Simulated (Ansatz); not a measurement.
# Ge (sc type): how the settings move a single-point run

How sensitive is a single-point run of Ge (sc type) to its settings? A reference run comes first, then one run with altered input.

Program: Ansatz 0.2.0. Level of theory: reference: DFT, PBEsol, PAW with Ansatz's default frozen-core files, scalar-relativistic. These are calculated values, not measurements.

1 further run of the same task is left out (it didn't finish). Runs told in other sessions of the task aren't counted.

### 1 The starting structure

Symmetry: Pm-3m, No. 221, cubic system. Conventional cell: a = 2.344 Å, b = 2.344 Å, c = 2.344 Å, α = 90.00°, β = 90.00°, γ = 90.00°. Ge (site symmetry m-3m) is surrounded by 6 Ge at 2.34 Å.

As a file:

```cif
data_structure
_symmetry_space_group_name_H-M 'Pm-3m'
_symmetry_Int_Tables_number 221
_cell_length_a 2.3444
_cell_length_b 2.3444
_cell_length_c 2.3444
_cell_angle_alpha 90.000
_cell_angle_beta 90.000
_cell_angle_gamma 90.000
_cell_volume 12.89
loop_
_atom_site_label
_atom_site_type_symbol
_atom_site_symmetry_multiplicity
_atom_site_Wyckoff_symbol
_atom_site_fract_x
_atom_site_fract_y
_atom_site_fract_z
_atom_site_occupancy
Ge1 Ge 1 a 0.00000 0.00000 0.00000 1
```

### 2 Baseline

input.yaml reads:

```yaml
crystal:
  lattice:
    - [2.3443948592, 0.0, 0.0]
    - [0.0, 2.3443948592, 0.0]
    - [0.0, 0.0, 2.3443948592]
  atoms:
    - { symbol: Ge, position: [0.0, 0.0, 0.0] }
kpoints:
  mp_grid: { grid: [15, 15, 15] }
scf:
  occupations: { method: fermi_dirac, width: 0.1 }
hamiltonian:
  xc: pbesol
  pseudopotentials: { kind: paw }
output:
  forces: true
  stress: true
  eigenvalues: true
  populations: true
```

Started as:

```bash
> ansatz run input.yaml --threads 1 --pin off --max-ram 2048MiB --backend cpu --events-out ev --progress --plain --runs-dir out
```

### 3 Changing settings: chi_scale 0.3, accuracy medium

Changes to input.yaml since step 2:

```diff
@@ -11,2 +11,3 @@
   occupations: { method: fermi_dirac, width: 0.1 }
+  initial_density: { chi_scale: 0.3 }
 hamiltonian:
@@ -19 +20,2 @@
   populations: true
+accuracy: medium
```

What does the calculation give? Wanted: for each run, ending; energy change; pressure; gap; force.

As calculated:

| run | ending | energy change | pressure (GPa) | gap (eV) | force (eV/Å) | cycles | time |
| --- | --- | --- | --- | --- | --- | --- | --- |
| reference | converged | 0 | 74.0 | 0.00 | 0.00 | 6 | 1.4 s |
| 1: chi_scale 0.3, accuracy medium | converged | 0.0 meV/atom | 74.0 | 0.00 | 0.00 | 6 | 1.4 s |

Residual by cycle in the longest SCF loop of each run; runs are numbered as in the table. The quantity is the density residual dr2, in eV.

| cycle | reference | run 1 |
| --- | --- | --- |
| 1 | 7.7e-4 | 0.0692 |
| 2 | 2.4e-4 | 0.027 |
| 3 | 3.7e-6 | 7.9e-4 |
| 4 | 1.3e-6 | 1.8e-5 |
| 5 | 1.0e-8 | 3.7e-7 |
| 6 | 7.3e-9 | 3.1e-9 |

Energy and cycle count are those of the reference, so the change (start) left the result and the number of cycles as they were. The structure is not at rest: the sound run finds 74 GPa, so these are no properties of the relaxed crystal. 
